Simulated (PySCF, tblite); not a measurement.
**C3H11OSi3 radical: geometry, infrared bands and EPR parameters**

What infrared bands and EPR parameters should C3H11OSi3 radical (`[SiH3]O[Si]([SiH3])C1CC1`) show?

Programs: tblite 0.8.0 and PySCF 2.14.0, with density-fitted response routines of our own. Each step states its level of theory. These are calculated values for one molecule in the gas phase, unless marked as measured. Atoms count from 0, in the outputs and in this text.

## 1. The molecule as given

18 atoms, charge 0, multiplicity 2; geometry from: force field or distance geometry start.

Bonds of the start (Å): Si0–O1 1.70, O1–Si2 1.69, Si2–Si3 2.26, Si2–C4 1.88, C4–C5 1.52, C5–C6 1.52, C6–C4 1.50, Si0–H7 1.49, Si0–H8 1.48, Si0–H9 1.45, Si3–H10 1.47, Si3–H11 1.47, Si3–H12 1.45, C4–H13 1.09, C5–H14 1.10, C5–H15 1.09, C6–H16 1.11, C6–H17 1.11.

## 2. Optimising the geometry with GFN2-xTB

The job: settings as JSON, then the geometry in Å.

```
{"job": {"kind": "relax", "xc": "GFN2-xTB", "basis": "xTB"}, "charge": 0, "multiplicity": 2}
Si     2.663000     0.367500    -0.174800
O      1.060000     0.529600     0.378100
Si    -0.100200     0.690500    -0.840100
Si    -1.291800     2.574600    -0.476600
C     -1.244000    -0.792000    -0.640800
C     -0.506800    -2.099500    -0.891800
C     -0.930100    -1.699600     0.512800
H      3.545000     0.710400     0.970200
H      3.023100    -1.014600    -0.549500
H      2.993000     1.266200    -1.268600
H     -0.730000     3.166900     0.741300
H     -2.695300     2.160800    -0.291700
H     -1.111100     3.494800    -1.585800
H     -2.285400    -0.718300    -0.966300
H      0.583400    -2.054400    -1.031600
H     -1.114000    -2.898800    -1.321300
H     -0.145200    -1.341200     1.208100
H     -1.722300    -2.336600     0.951900
```

Run with:

```console
OMP_NUM_THREADS=1 python probes_run.py task.json out
```

The driver reads the jobs from task.json and runs them one after another.

**Question.** This job is followed by: GFN2-xTB harmonic vibrations, gas phase; UKS B3LYP, pcH-1 on C H O Si, non-relativistic, mean-field spin-orbit, GIAO. Predict these results of the whole session: strongest single infrared mode (GFN2-xTB); zero-point energy (GFN2-xTB); g(iso) (B3LYP); ⟨S²⟩; largest a(iso) (averaged by class); potential on the surface of density 0.002 e/bohr³, 1st and 99th percentile.

**Answer**, as computed:

```
                                                                  quantity                    value
                                 strongest single infrared mode (GFN2-xTB)     776 cm⁻¹, 698 km/mol
                                              zero-point energy (GFN2-xTB)            77.4 kcal/mol
                                                            g(iso) (B3LYP)                  2.00273
                                                                      ⟨S²⟩       0.752 (exact 0.75)
                                        largest a(iso) (averaged by class)  29Si on Si2, -514.8 MHz
potential on the surface of density 0.002 e/bohr³, 1st and 99th percentile       -0.32 V and 1.23 V
```

**Reading.** Over 114 steps the energy fell by 0.901 eV; of the close pairs, Si0–O1 changed most, 1.703 to 1.614 Å. The frame itself reshapes: Si0···Si2 goes from 2.86 to 3.22 Å. All 48 modes are real, so the xTB geometry is a minimum. GFN2-xTB is a fitted tight-binding method: band positions and strengths are rough. Its intensities can rank the bands wrongly. Si2 carries the largest spin population, 0.81 e. The isotropic g lies 0.4 ppt above the free-electron value. These values are for one conformer; the search (at its own cheap level) found 2 more, at 0.02, 0.18 kcal/mol (those within 0.05 may be mirror or relabelled copies), and measured spectra average over such forms.
